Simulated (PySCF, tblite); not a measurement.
# C₅H₁₃BOS: geometry, infrared bands and NMR shifts

Aim: predict the infrared bands and NMR shifts of C₅H₁₃BOS (`CCB(C)C[S@](C)=O`).

Programs: tblite 0.8.0 and PySCF 2.14.0, with density-fitted response routines of our own. Each step states its level of theory. These are calculated values for one molecule in the gas phase, unless marked as measured. Atoms count from 0, in the outputs and in this text.

## 1. Starting geometry

21 atoms, charge 0, multiplicity 1; geometry from: force field or distance geometry start.

Bonds of the start (Å): C0–C1 1.51, C1–B2 1.57, B2–C3 1.62, B2–C4 1.57, C4–S5 1.81, S5–C6 1.79, S5–O7 1.52, C0–H8 1.10, C0–H9 1.12, C0–H10 1.11, C1–H11 1.12, C1–H12 1.12, C3–H13 1.10, C3–H14 1.11, C3–H15 1.10, C4–H16 1.09, C4–H17 1.10, C6–H18 1.10, C6–H19 1.13, C6–H20 1.11.

## 2. Relaxing the molecule with GFN2-xTB

Job settings and geometry (Å):

```
{"job": {"kind": "relax", "xc": "GFN2-xTB", "basis": "xTB"}, "charge": 0, "multiplicity": 1}
C     -2.111900    -1.600700    -0.026400
C     -2.150900    -0.124500     0.264800
B     -0.757500     0.598900     0.170100
C     -0.850600     2.208200     0.054200
C      0.624300     0.041900     0.666100
S      1.746500    -0.275800    -0.714700
C      3.310700    -0.901900    -0.108300
O      2.049000     0.999600    -1.491700
H     -1.181700    -1.942500    -0.496500
H     -2.982000    -1.822500    -0.688900
H     -2.335800    -2.120300     0.933300
H     -2.800700     0.349100    -0.511700
H     -2.630600     0.038900     1.263100
H     -1.339100     2.403700    -0.911300
H     -1.450700     2.565000     0.917900
H      0.154100     2.653600     0.141200
H      0.535000    -0.837100     1.307000
H      1.094300     0.832700     1.275200
H      3.917000    -1.361800    -0.897200
H      3.952900    -0.057800     0.290700
H      3.199100    -1.629700     0.717300
```

Started as:

```sh
> OMP_NUM_THREADS=1 python probes_run.py task.json out
```

The driver reads the jobs from task.json and runs them one after another.

**Question.** This job is followed by: GFN2-xTB harmonic vibrations, gas phase; GIAO PBE0/pcSseg-1 NMR shielding, non-relativistic, gas phase. Predict these results of the whole session: strongest single infrared mode (GFN2-xTB); zero-point energy (GFN2-xTB); 13C shifts against TMS (PBE0/pcSseg-1); 1H shifts against TMS (PBE0/pcSseg-1, means over atoms taken as alike); 11B shifts against BF3·OEt2 (PBE0/pcSseg-1); 33S shifts against CS2 (PBE0/pcSseg-1); 17O shifts against H2O (PBE0/pcSseg-1).

The runs gave:

| quantity | value |
| --- | --- |
| strongest single infrared mode (GFN2-xTB) | 1180 cm⁻¹, 220 km/mol |
| zero-point energy (GFN2-xTB) | 108.9 kcal/mol |
| 13C shifts against TMS (PBE0/pcSseg-1) | 62.0, 52.3, 25.6, 20.8, 11.5 ppm |
| 1H shifts against TMS (PBE0/pcSseg-1, means over atoms taken as alike) | 3.02, 2.64, 2.48, 1.59, 1.57, 1.13, 1.08 ppm |
| 11B shifts against BF3·OEt2 (PBE0/pcSseg-1) | 87.5 ppm |
| 33S shifts against CS2 (PBE0/pcSseg-1) | 326 ppm |
| 17O shifts against H2O (PBE0/pcSseg-1) | 83.3 ppm |

Over 174 steps the energy fell by 1.159 eV; of the close pairs, S5–C6 changed most, 1.791 to 1.856 Å. All 57 modes are real, so the xTB geometry is a minimum. The strongest single mode, at 1180 cm⁻¹, moves mainly B2. Unscaled tight-binding wavenumbers are off by several per cent, some by more. Its intensities can rank the bands wrongly. At PBE0/pcSseg-1: The widest tensor belongs to O7: span 445 ppm, with a paramagnetic part of -147 ppm.
